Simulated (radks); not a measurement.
# Valence configurations of Br³⁺

An exercise on one series of results from a longer session: the logs are not shown, and one member is left open.

The numbers are computed with radks (a radial shooting solver on a logarithmic mesh, Libxc functionals) version 1 (Dirac Kohn-Sham, PBE, spin-unpolarised, spherical densities, finite nucleus; open shells fill j = l - 1/2 first), except any that are marked as measured or tabulated.

## The system

```
element            : bromine (Z = 35)
charge             : +3
electrons          : 32
configuration      : [Ar] 3d10 4s2 4p2
nuclear rms radius : 4.1629 fm
others tried       : 3d9 4s2 4p3; 3d9.5 4s2 4p2.5; 3d8.5 4s2 4p3.5; 3d10 4s1 4p3; 3d8 4s2 4p4; 3d9 4s1 4p4; 3d9.5 4s1 4p3.5; 3d10 4p4
```

The first run:

The run's settings:

```text
Z 35
configuration [Ar] 3d10 4s2 4p2
relativity Dirac
functional pbe,pbe
spin unpolarised
j_filling energy
nucleus finite rms 4.1629 fm
c 137.035999084
```

Steps of the session up to this table: [Ar] 3d10 4s2 4p2.

One table of the session follows, with a row left open; its other results are not shown here.

It belongs to the step «[Ar] 3d10 4s2 4p2». Sizes of the orbitals, from the radial functions (bohr):

| level | <r> | outermost maximum (interpolated) | 90 % within | nodes |
| --- | --- | --- | --- | --- |
| 3s1/2 | 0.5510 | 0.484 | 0.820 | 2 |
| 3p1/2 | ? | ? | ? | ? |
| 3p3/2 | 0.5669 | 0.484 | 0.865 | 1 |
| 3d3/2 | 0.5851 | 0.429 | 0.963 | 0 |
| 3d5/2 | 0.5891 | 0.432 | 0.969 | 0 |
| 4s1/2 | 1.548 | 1.37 | 2.26 | 3 |
| 4p1/2 | 1.750 | 1.52 | 2.59 | 2 |
| 4p3/2 | 1.776 | 1.55 | 2.62 | 2 |

Q: Estimate the row for 3p1/2 from the others.

The run gave: <r>: 0.5564; outermost maximum (interpolated): 0.475; 90 % within: 0.850; nodes: 1. In the column «<r>» it lies between 3s1/2 (0.5510) and 3p3/2 (0.5669).
